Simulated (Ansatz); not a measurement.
# C₂H₄FNSi, SMILES F[SiH]1C=NC1: vertical spin-state energies

Computed with Ansatz's Python interface.

Notebook, run cell by cell (the value of a cell's last expression is shown):

**Cell 1**
```python
import warnings

import ansatz as az
```

**Cell 2**
```python
warnings.simplefilter("ignore", az.DeckWarning)
```

**Cell 3**
```python
geometry_ang = [
    ("F", (-1.539, -0.4694, 1.5176)),
    ("Si", (-0.5621, 0.436, 0.6412)),
    ("C", (1.0666, -0.2302, 0.5794)),
    ("N", (1.209, -0.599, -0.6485)),
    ("C", (-0.2473, -0.2337, -1.0695)),
    ("H", (-0.7208, 1.9289, 0.8055)),
    ("H", (1.9319, -0.3211, 1.3355)),
    ("H", (-0.8056, -1.0784, -1.3544)),
    ("H", (-0.2442, 0.5207, -1.824)),
]
system = az.Crystal.molecule()
for symbol, xyz in geometry_ang:
    system = system.atom(symbol, xyz)
```

**Cell 4**
```python
model = (
    system.calculation()
    .basis(gaussian="cc-pVDZ")
    .functional("r2scan", dispersion="d3bj")
)
found = {}
for unpaired in [0, 2]:
    report = model.spin("collinear", total=unpaired).run(threads=1, backend="cpu").report
    s = unpaired / 2
    found[unpaired] = report["free_energy_ev"]
    print(f"2S+1 = {unpaired + 1}: E = {found[unpaired]:.5f} eV, <S^2> = {abs(report['mean_field']['state']['spin_squared']):.3f} (pure state {s * (s + 1):.2f})")
lowest = min(found, key=found.get)
for unpaired, e in found.items():
    print(f"multiplicity {unpaired + 1}: {96.485332 * (e - found[lowest]):.1f} kJ/mol above the lowest")
```
Output:
```text
2S+1 = 1: E = -14219.19952 eV, <S^2> = 0.000 (pure state 0.00)
2S+1 = 3: E = -14215.81527 eV, <S^2> = 2.008 (pure state 2.00)
multiplicity 1: 0.0 kJ/mol above the lowest
multiplicity 3: 326.5 kJ/mol above the lowest
```

In order: multiplicity 1 (+0.00 eV) and multiplicity 3 (+3.38 eV), all at the one geometry.

Caveats:
- Total energies depend on the basis set; only differences at equal settings carry meaning.
- The geometry is a force-field or estimated start, not a minimum of this method, and the basis set is short of its limit. All parts are taken at fixed geometry, without zero-point energy.
- A dispersion term here runs with damping parameters fitted for another variant or functional.
- The script silences the warnings on its input, which a real study should read.
- It ran for 33 s on 1 thread of Arm Neoverse V1, with other jobs on the host, peak memory 0.27 GiB.
